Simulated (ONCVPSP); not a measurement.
# Mg: generating and testing an ONCV potential

Task: generate the file, and judge it by its errors in other configurations, its logarithmic derivatives, its ghosts and its cutoff.

The numbers are computed with ONCVPSP 4.0.1 (PBEsol, scalar-relativistic, spin-unpolarised reference atom).

**1. The atom and the settings**

Typed settings, in words:

```
element                 : magnesium (Mg, Z = 12)
type                    : optimised norm-conserving Vanderbilt (ONCV)
frozen core             : [He]
valence charge          : 10
reference configuration : 2s2 2p6 3s2
partial waves           : 2s+3s: rc 1.25 bohr, ncon 4, nbas 7, qcut 9.5 1/bohr, 2 projectors; 2p: rc 0.70 bohr, ncon 4, nbas 7, qcut 22.8 1/bohr, 2 projectors, debl 0.4 Ha; d scattering state at 0.13 Ha: rc 1.20 bohr, ncon 4, nbas 8, qcut 8.2 1/bohr, 2 projectors, debl 2.9 Ha
local potential         : polynomial inside 0.55 bohr (lpopt 5, dvloc0 3 Ha)
core correction         : Teter function fitted to the true core (icmod 2), fcfact 0.3
```

An earlier all-electron run gives the scale for the radii.

All-electron outer shells of the reference configuration (PBEsol, scalar-relativistic, ld1.x):

```tsv
shell	level (eV)	outermost node (bohr)	outermost maximum (bohr)
1s	-1256.64	–	0.09
2s	-79.59	0.18	0.55
2p	-46.55	–	0.48
3s	-4.68	0.90	2.56
3p	-1.30	0.96	3.50
```

**2. Generating the potential**

Input file Mg.dat:

```
# ATOM AND REFERENCE CONFIGURATION
# atsym  z   nc   nv     iexc    psfile
  Mg 12.00    1    3  -116133      upf
#
#   n    l    f
    1    0    2.00
    2    0    2.00
    2    1    6.00
    3    0    2.00
#
# PSEUDOPOTENTIAL AND OPTIMIZATION
# lmax
    2
#
#   l,   rc,      ep,       ncon, nbas, qcut
    0    1.25    0.00    4    7    9.50
    1    0.70    0.00    4    7   22.80
    2    1.20    0.13    4    8    8.20
#
# LOCAL POTENTIAL
# lloc, lpopt,  rc(5),   dvloc0
    4    5    0.55    3.00
#
# VANDERBILT-KLEINMAN-BYLANDER PROJECTORs
# l, nproj, debl
    0    2    3.70
    1    2    0.40
    2    2    2.90
#
# MODEL CORE CHARGE
# icmod, fcfact, rcfact
    2    0.30    0.80
#
# LOG DERIVATIVE ANALYSIS
# epsh1, epsh2, depsh
   -4.00    5.00    0.02
#
# OUTPUT GRID
# rlmax, drl
    6.00    0.01
#
# TEST CONFIGURATIONS
# ncnf
    4
# nvcnf
#   n    l    f
    3
    2    0    2.00
    2    1    6.00
    3    0    1.00
#
    3
    2    0    2.00
    2    1    6.00
    3    0    0.00
#
    3
    2    0    2.00
    2    1    6.00
    3    0    1.50
#
    3
    2    0    1.00
    2    1    6.00
    3    0    2.00
#
```

On the command line:

```sh
$ oncvpsp.x < Mg.dat > Mg.out
```

Q: Predict the outcome of this session. Wanted: cutoffs for 1 and 0.1 mHa per electron, occupied waves; bound ghosts; GHOST(+) flags; largest test error; largest phase difference near zero energy, channels read; rms error of d²Exc/dn², without and with the model core; projector energies reset by the program.

The runs gave:

| quantity | value |
| --- | --- |
| cutoffs for 1 and 0.1 mHa per electron, occupied waves | 159 Ha and 189 Ha |
| bound ghosts | none found |
| GHOST(+) flags | none at low energy |
| largest test error (AE − PS) | -169 meV, for 2s1 2p6 3s2 |
| largest phase difference near zero energy, channels read | 0.000 rad |
| rms error of d²Exc/dn², without and with the model core | 2.38 and 1.79 mHa |
| projector energies reset by the program | p: -1.711, 0.250 Ha |

What this shows: By total energies transferability is fair for so large an energy: the largest error is 169 meV on 91.2 eV, for 2s1 2p6 3s2. That test lies far up in energy; among those under 40 eV, nearer to bonding, the largest error is 0.9 meV. By its cutoff, 159 Ha for the looser tolerance, it is very hard. At the looser tolerance the 2p wave is the slowest; 2s needs 22 Ha. The program's ghost test flags no bound state. Near zero energy the phases of the channels with partial waves agree within 0.001 rad. These are tests on the free atom; a crystal test is still owed.
